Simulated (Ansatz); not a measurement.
# AlIn2Sb3: the cost of one run

Program: Ansatz 0.2.0. Level of theory: DFT PBE, scalar-relativistic, plane waves, PAW, unless a step names another level. These are calculated values, not measurements.

1 further run of the same task is left out (set aside as unsound or not needed). Runs told in other sessions of the task aren't counted.

### 1 The system as given

Symmetry: I-4m2, No. 119, tetragonal system. Conventional cell: a = 4.588 Å, b = 4.588 Å, c = 19.519 Å, α = 90.00°, β = 90.00°, γ = 90.00°. Around Al (site symmetry -4m2) lie 4 Sb at 2.73 Å. In (site symmetry 2mm) is surrounded by 4 Sb at 2.85 to 2.86 Å. Around Sb (site symmetry 2mm) lie 2 Al at 2.73 Å and 2 In at 2.86 Å. Sb (site symmetry -4m2) has 4 In at 2.85 Å in its first shell of neighbours.

As a file:

```
Al In Sb
1.0
    -2.29413    2.29413    9.75930
     2.29413   -2.29413    9.75930
     2.29413    2.29413   -9.75930
Al In Sb
1 2 3
Direct
  0.50000 0.50000 0.00000
  0.83677 0.83677 0.00000
  0.16323 0.16323 0.00000
  0.57575 0.07575 0.50000
  0.25000 0.75000 0.50000
  0.92425 0.42425 0.50000
```

The cell was relaxed beforehand at this level, from a generated guess; it needn't be the stable form of this composition. At a tolerance of 0.05 Å it has space group I-4m2 (No. 119); it has 34.24 Å³/atom, an uncorrected energy of -0.13 eV/atom over the elements.

### 2 Electronic structure at the relaxed geometry

File input.yaml:

```yaml
crystal:
  lattice:
    - [-2.2941277396, 2.2941277396, 9.7593028596]
    - [2.2941277396, -2.2941277396, 9.7593028596]
    - [2.2941277396, 2.2941277396, -9.7593028596]
  atoms:
    - { symbol: Al, position: [0.5, 0.5, 0.0] }
    - { symbol: In, position: [0.8367696628, 0.8367696628, 0.0] }
    - { symbol: In, position: [0.1632303372, 0.1632303372, 0.0] }
    - { symbol: Sb, position: [0.5757473472, 0.0757473472, 0.5] }
    - { symbol: Sb, position: [0.25, 0.75, 0.5] }
    - { symbol: Sb, position: [0.9242526528, 0.4242526528, 0.5] }
basis:
  ecutwfc: 420
kpoints:
  mp_grid: { grid: [12, 12, 12] }
  band_path:
    path:
      - [[0.0, 0.0, 0.0], [0.0, 0.0, 0.5], [0.25, 0.25, 0.25], [0.0, 0.5, 0.0], [0.0, 0.0, 0.0], [0.5, 0.5, -0.5], [0.26381458, 0.73618542, -0.26381458]]
      - [[-0.26381458, 0.26381458, 0.26381458], [0.0, 0.0, 0.0]]
      - [[0.0, 0.0, 0.5], [-0.02762916, 0.02762916, 0.5]]
      - [[0.5, 0.5, -0.02762916], [0.5, 0.5, -0.5]]
    npoints: 14
hamiltonian:
  xc: pbe
scf:
  occupations: { method: gaussian, width: 0.1 }
  n_extra_bands: 15
output:
  forces: true
  stress: true
  eigenvalues: true
  populations: true
  dos: { projected: true, de: 0.02, nscf_kmesh: { grid: [15, 15, 15] } }
  bader: true
  write_density: true
  write_potential: true
  elf: true
  volumetric_format: npy
```

Command:

```
> ansatz run input.yaml --threads 1 --pin off --max-ram 2560MiB --backend cpu --events-out ev --progress --plain --runs-dir out
```

Q: Estimate wall time and peak memory on 1 thread of Intel Xeon at 2.50GHz (Skylake/Cascade Lake), shared host.

About 17 min, with a peak of 2 GiB.
